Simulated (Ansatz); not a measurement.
# UBHLYP/def2-TZVPPD run of HO2 (hydroperoxy)

What is the electronic atomisation energy of HO2 (hydroperoxy) at UBHLYP/def2-TZVPPD? 

Program for the calculation: Ansatz 0.2.0.

33 further runs of the same task are left out: 33 set aside as unsound or not needed.

### Step 1. The molecule

HO2: 3 atoms, total charge 0, spin state doublet. As SMILES, `[O]O`. The coordinates come from a PBE0-D4/def2-TZVP relaxation.

Bond lengths: O1–O2 1.309 Å, O2–H3 0.975 Å. Angles: O1–O2–H3 105.8°.

### Step 2. The energy at UBHLYP/def2-TZVPPD

input.yaml

```yaml
crystal:
  periodic: [false, false, false]
  atoms:
    - symbol: O
      position_ang: [-0.355150, 0.941950, -0.088650]
    - symbol: O
      position_ang: [-0.244540, -0.359400, -0.172440]
    - symbol: H
      position_ang: [0.599690, -0.582550, 0.261090]
basis:
  gaussian: {orbitals: def2-TZVPPD.json}
magnetization: {spin_polarized: true, initial_magnetization: 1}
hamiltonian: {xc: {name: BHLYP}}
accuracy: high
output: {orbitals: {seedname: orbitals}}
```

The basis set def2-TZVPPD is read from a file made from the Basis Set Exchange's data (not shown).

Run with:

```console
$ ansatz run input.yaml --threads 1 --pin off --max-ram 3480MiB --events-out events.jsonl --progress --plain --runs-dir runs
```

The log of the run:

```text
Warning: RAYON_NUM_THREADS=1 ignored (pool sized by the plan → 1); use --threads N
Functional definition: BHLYP
  name "BHLYP"
  parameter a = 0.5
  exchange = (1 - a)*b88_x + a*exact_x
  correlation = lyp_c
1482 factors; integrals over basis functions are off by at most 3.7e-9 eV
mean field evaluation 1: about -4105.1042 eV, gradient 1.7e1 eV
mean field evaluation 2: about -4105.6347 eV, gradient 1.2e1 eV
mean field evaluation 4: about -4106.1245 eV, gradient 2.1e0 eV
mean field evaluation 8: about -4106.1815 eV, gradient 3.4e-1 eV
mean field evaluation 16: about -4106.1840 eV, gradient 1.6e-4 eV
mean field evaluation 32: about -4106.1840 eV, gradient 7.4e-8 eV
mean field -4106.18401942 eV, -150.8994794421 hartree, gradient 7.4e-8 eV, S^2 0.757338; 1 other end points of the search recorded, 0 dependent functions left out
reference -4106.18404133 eV, -150.8994802473 hartree; 9, 8 occupied and 88, 89 virtual orbitals, 1482 factors
Total energy: -4106.18404133 eV, -150.8994802473 hartree
```

Run time: 6.3 s. Hardware: 1 thread of Arm Neoverse V1, shared host; peak memory 0.26 GiB.

### Step 3. The H atom, same level

run.yaml

```yaml
crystal:
  periodic: [false, false, false]
  atoms:
    - {symbol: H, position_ang: [0.000000, 0.000000, 0.000000]}
basis:
  gaussian:
    orbitals: def2-TZVPPD.json
magnetization:
  spin_polarized: true
  initial_magnetization: 1
hamiltonian:
  xc: {name: BHLYP}
accuracy: high
```

The basis set def2-TZVPPD is read from a file made from the Basis Set Exchange's data (not shown).

Run the same way, it converges to -0.49854 Eh (log not shown).

### Step 4. The O atom, same level

job.yaml

```yaml
crystal:
  periodic: [false, false, false]
  atoms:
    - {symbol: O, position_ang: [0.000000, 0.000000, 0.000000]}
basis:
  gaussian:
    orbitals: def2-TZVPPD.json
magnetization:
  spin_polarized: true
  initial_magnetization: 2
hamiltonian:
  xc: {name: BHLYP}
accuracy: high
```

The basis set def2-TZVPPD is read from a file made from the Basis Set Exchange's data (not shown).

Run with:

```console
$ ansatz run job.yaml --threads 1 --pin off --max-ram 3480MiB --events-out events.jsonl --progress --plain --runs-dir runs
```

The log of the run:

```text
Warning: RAYON_NUM_THREADS=1 ignored (pool sized by the plan → 1); use --threads N
Functional definition: BHLYP
  name "BHLYP"
  parameter a = 0.5
  exchange = (1 - a)*b88_x + a*exact_x
  correlation = lyp_c
387 factors; integrals over basis functions are off by at most 3.2e-9 eV
mean field evaluation 1: about -2042.8397 eV, gradient 6.5e0 eV
mean field evaluation 2: about -2042.9541 eV, gradient 1.3e0 eV
mean field evaluation 4: about -2042.9643 eV, gradient 1.3e-1 eV
mean field evaluation 8: about -2042.9649 eV, gradient 1.9e-3 eV
mean field evaluation 16: about -2042.9649 eV, gradient 8.0e-8 eV
mean field -2042.96487667 eV, -75.0775744464 hartree, gradient 8.0e-8 eV, S^2 2.004893; 0 other end points of the search recorded, 0 dependent functions left out
reference -2042.96489541 eV, -75.0775751349 hartree; 5, 3 occupied and 35, 37 virtual orbitals, 387 factors
Total energy: -2042.96489541 eV, -75.0775751349 hartree
```

Wall time 0.66 s (1 thread of Arm Neoverse V1, shared host); peak memory 0.092 GiB.

### Step 5. Outcome

Level: UBHLYP/def2-TZVPPD.

| quantity | value |
| --- | --- |
| molecule: total energy | -150.89948 Eh |
| molecule: HOMO energy (highest over α and β) | -10.11 eV |
| molecule: LUMO energy (lowest over α and β) | -1.42 eV |
| molecule: ⟨S²⟩ | 0.757 |
| H atom: total energy | -0.49854 Eh |
| H atom: ⟨S²⟩ | 0.750 |
| O atom: total energy | -75.07758 Eh |
| O atom: ⟨S²⟩ | 2.005 |
| electronic atomisation energy | 6.688 eV |

In words: Taking the molecule apart into free atoms costs 6.69 eV (154 kcal/mol), before zero-point energy and without spin-orbit coupling.
